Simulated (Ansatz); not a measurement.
**Al2PO: what a guessed cell relaxes into**

The task: take a trial cell of Al2PO to zero force and stress.

Program: Ansatz 0.2.0. Level of theory: DFT PBE, scalar-relativistic, plane waves, PAW. These are calculated values, not measurements.

## Step 1: Starting point

Symmetry: P-6m2, No. 187, hexagonal system. Conventional cell: a = 3.276 Å, b = 3.276 Å, c = 5.317 Å, α = 90.00°, β = 90.00°, γ = 120.00°. Around Al (site symmetry 3m) lie 1 Al at 1.88 Å and 3 O at 2.11 Å and 3 P at 2.56 Å. Around P (site symmetry -6m2) lie 6 Al at 2.56 Å. Around O (site symmetry -6m2) lie 6 Al at 2.11 Å.

Coordinates:

```
CELL_PARAMETERS angstrom
3.27587 0.00000 0.00000
-1.63794 2.83699 0.00000
0.00000 0.00000 5.31744
ATOMIC_POSITIONS crystal
Al 0.66667 0.33333 0.17661
Al 0.66667 0.33333 0.82339
P 0.33333 0.66667 0.50000
O 0.00000 0.00000 0.00000
```

The cell is invented: close-packed anion layers stacked AB|A, with sites between them filled layer by layer (P-6m2, No. 187). The dimensions are guesses.

## Step 2: A first look at the guess

File input.yaml:

```yaml
crystal:
  lattice:
    - [3.27587413, 0.0, 0.0]
    - [-1.63793707, 2.83699022, 0.0]
    - [0.0, 0.0, 5.31743804]
  atoms:
    - { symbol: Al, position: [0.66666667, 0.33333333, 0.17660962] }
    - { symbol: Al, position: [0.66666667, 0.33333333, 0.82339038] }
    - { symbol: P, position: [0.33333333, 0.66666667, 0.5] }
    - { symbol: O, position: [0.0, 0.0, 0.0] }
basis:
  ecutwfc: 420
kpoints:
  mp_grid: { grid: [6, 6, 4] }
hamiltonian:
  xc: pbe
scf:
  occupations: { method: gaussian, width: 0.1 }
  lower_state_search: "off"
output:
  forces: true
  stress: true
  eigenvalues: true
```

Run with:

```console
$ ansatz run input.yaml --threads 1 --pin off --max-ram 2048MiB --backend cpu --events-out ev --progress --plain --runs-dir out
```

Further runs follow: a loose first relaxation; full relaxation.

Q: Predict the outcome of this session. Wanted: conventional cell; volume; energy over the elements; gap on the mesh.

**Answer**, as computed:

| quantity | value |
| --- | --- |
| symmetry at the end (tolerance 0.05 Å) | space group P-6m2 (No. 187) |
| conventional cell | a = 3.372 Å, b = 3.372 Å, c = 5.589 Å, α = 90.00°, β = 90.00°, γ = 120.00° |
| volume | 13.76 Å³/atom |
| energy over the elements (uncorrected; H, N, O, F and Cl as molecules), black P | -0.70 eV/atom |
| gap on the mesh | none (metal) |

**Reading.** The space group P-6m2 (No. 187) is kept, and the volume per atom grows by 11.4 % from the first guess. A negative formation energy is needed for stability but isn't enough; other structures and compounds were not set against it here. No finished test with a distortion of lower symmetry is shown, so the end may be a saddle point. Spin polarisation is off in the runs that give these values; a magnetic solution could lie lower.
